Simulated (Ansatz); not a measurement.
# NiMoIrPdW under changes of volume

One of the cells (16.131 Å³/atom); the others are scaled copies at fixed shape and fractional positions:

```xyz
5
Lattice="4.1467 0.0000 0.0000 -2.0734 3.5911 0.0000 0.0000 0.0000 5.4163" Properties=species:S:1:pos:R:3 pbc="T T T"
Ni    0.0000    0.0000    0.1203
Mo    2.0734    1.1970    2.4913
Pd    0.0000    2.3941    4.0406
Ir    0.0000    2.3941    1.3888
W     2.0734    1.1970    5.4155
```

The cell was built by a generator and needn't be a form met in nature.

```yaml
Program: Ansatz 0.2.0
Functional: PBE
Potentials_or_basis: all-electron LAPW, scalar-relativistic
Cutoff: 327 eV (chosen from the basis error)
Basis_error_allowed: 0.003 eV/atom
k_mesh: 5 × 5 × 4
Occupations: fermi-dirac, width 0.05 eV
Spin: collinear spin, ferromagnetic start
Starting_moments: "[1.0, 1.0, 0.0, 0.6, 0.0] μB"
```

```csv
volume (Å³/atom),energy over the lowest point (meV/atom),pressure (GPa),largest force (eV/Å)
15.163,46.09,16.2,0.666
15.486,19.70,10.2,0.385
15.809,4.75,4.8,0.124
16.131,0.00,0.1,0.118
16.454,4.31,-4.2,0.344
16.777,?,?,?
17.099,36.41,-11.4,0.749
```

Problem. What does the run at 16.777 Å³/atom give?

Solution. Energy over the lowest point 16.75 meV/atom; pressure -8.0 GPa; largest force 0.554 eV/Å.

Worked out: A Birch-Murnaghan fit of order 3 (a polynomial in V^(-2/3)) to the other rows has its minimum at 16.13 Å³/atom with B0 = V·E''(V) = 225 GPa and B' = 4.7 at fixed shape and positions, which overstates the stiffness. It gives 16.77 meV/atom at 16.777 Å³/atom, against the run's 16.75, and -dE/dV = -8.0 GPa, against -8.0.

Energies are extrapolated to zero smearing.

Caveats: the k mesh is thin for a metal, which can move the energy by tens of meV per atom; the starting moments weren't kept.

The runs don't all hold the same shells in valence.
